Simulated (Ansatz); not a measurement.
# BH4InTe: up Jacob's ladder to CCSD(T)

The task here is to estimate one member of a computed series from the others.

The runs use Ansatz 0.2.0, Gaussian basis; functionals in def2-TZVPP, the program's frozen cores in correlated methods.

Plan: LDA (SPW92), PBE-D4, revPBE-D4, BLYP-D4, r2SCAN-D4, B97M-V, PBE0-D4, B3LYP-D4, r2SCANh-D4, r2SCAN0-D4, HSE06-D4, BHLYP-D4, CAM-B3LYP-D4, LC-ωPBE, ωB97X-V, ωB97M-V, B2PLYP, PBE-QIDH; CCSD(T)/def2-SVP; CCSD(T)/def2-TZVPP; MP2/def2-QZVPP; extrapolation to the limit; RPA on PBE.

## The geometry

An earlier PBE0-D4 in a triple-zeta def2 set relaxation fixed the geometry. In, Te take the def2 core potential; no spin-orbit term is included.

SMILES `[InH2][BH][TeH]`, 7 atoms, charge 0, spin multiplicity 1.

Atoms are counted from 1 here; the program's logs count them from 0.

Bond lengths: In1–B2 2.229 Å, In1–H4 1.731 Å, In1–H5 1.731 Å, B2–Te3 2.102 Å, B2–H6 1.196 Å, Te3–H7 1.664 Å. Angles: B2–In1–H4 122.1°, B2–In1–H5 122.1°, H4–In1–H5 115.8°, In1–B2–Te3 124.3°, In1–B2–H6 124.9°, Te3–B2–H6 110.8°, B2–Te3–H7 98.2°.

The first run:

in.yaml reads:

```yaml
crystal:
  periodic: [false, false, false]
  atoms:
    - {symbol: In, position_ang: [-1.081351, 0.257703, -0.810253]}
    - {symbol: B, position_ang: [0.071271, 0.058455, 1.086927]}
    - {symbol: Te, position_ang: [2.088195, -0.524868, 1.191973]}
    - {symbol: H, position_ang: [-1.945762, -1.070965, -1.505369]}
    - {symbol: H, position_ang: [-1.127662, 1.737681, -1.706731]}
    - {symbol: H, position_ang: [-0.368014, 0.267189, 2.179983]}
    - {symbol: H, position_ang: [2.363324, -0.725195, -0.436541]}
basis:
  gaussian: {orbitals: def2-TZVPP}
hamiltonian: {xc: lda}
output: {orbitals: {seedname: orbitals}}
```

On the command line:

```console
> ansatz run in.yaml --threads 2 --pin off --events-out ev --progress --plain --max-ram 4352MiB
```

Steps of the session up to this table: LDA; PBE-D4 (GGA); revPBE-D4 (GGA); BLYP-D4 (GGA); r2SCAN-D4 (meta-GGA); B97M-V (meta-GGA); PBE0-D4 (hybrid); B3LYP-D4 (hybrid); r2SCANh-D4 (hybrid); r2SCAN0-D4 (hybrid); HSE06-D4 (hybrid); BHLYP-D4 (hybrid); CAM-B3LYP-D4 (range-separated); LC-ωPBE (range-separated); ωB97X-V (range-separated); ωB97M-V (range-separated); B2PLYP (double hybrid); PBE-QIDH (double hybrid).

One table of the session follows, with a row left open; its other results are not shown here.

It belongs to the step «Frontier levels by functional». 

| functional | HOMO (eV) | LUMO (eV) | gap (eV) |
| --- | --- | --- | --- |
| LDA (SPW92) | -6.21 | -2.98 | 3.23 |
| PBE-D4 | -6.08 | -2.77 | 3.31 |
| revPBE-D4 | -6.03 | -2.69 | 3.34 |
| BLYP-D4 | -5.95 | -2.59 | 3.36 |
| r2SCAN-D4 | ? | ? | ? |
| B97M-V | -6.35 | -2.54 | 3.81 |
| PBE0-D4 | -7.14 | -1.95 | 5.18 |
| B3LYP-D4 | -6.95 | -2.09 | 4.85 |
| r2SCANh-D4 | -6.71 | -2.27 | 4.44 |
| r2SCAN0-D4 | -7.29 | -1.84 | 5.46 |
| HSE06-D4 | -6.75 | -2.33 | 4.42 |
| BHLYP-D4 | -8.00 | -1.14 | 6.86 |
| CAM-B3LYP-D4 | -8.38 | -0.99 | 7.39 |
| LC-ωPBE | -9.64 | 0.11 | 9.75 |
| ωB97X-V | -9.33 | -0.04 | 9.29 |
| ωB97M-V | -9.17 | -0.32 | 8.85 |

Estimate the missing values for r2SCAN-D4.

Worked estimate for «HOMO (eV)». Against the share of exact exchange, r2SCANh-D4 (0.1, -6.71), r2SCAN0-D4 (0.25, -7.29) give a slope of -3.87 per unit share; at 0 the line stands at -6.32.

The run gave: HOMO (eV): -6.33; LUMO (eV): -2.56; gap (eV): 3.77. In «HOMO (eV)» the line misses by +0.01.
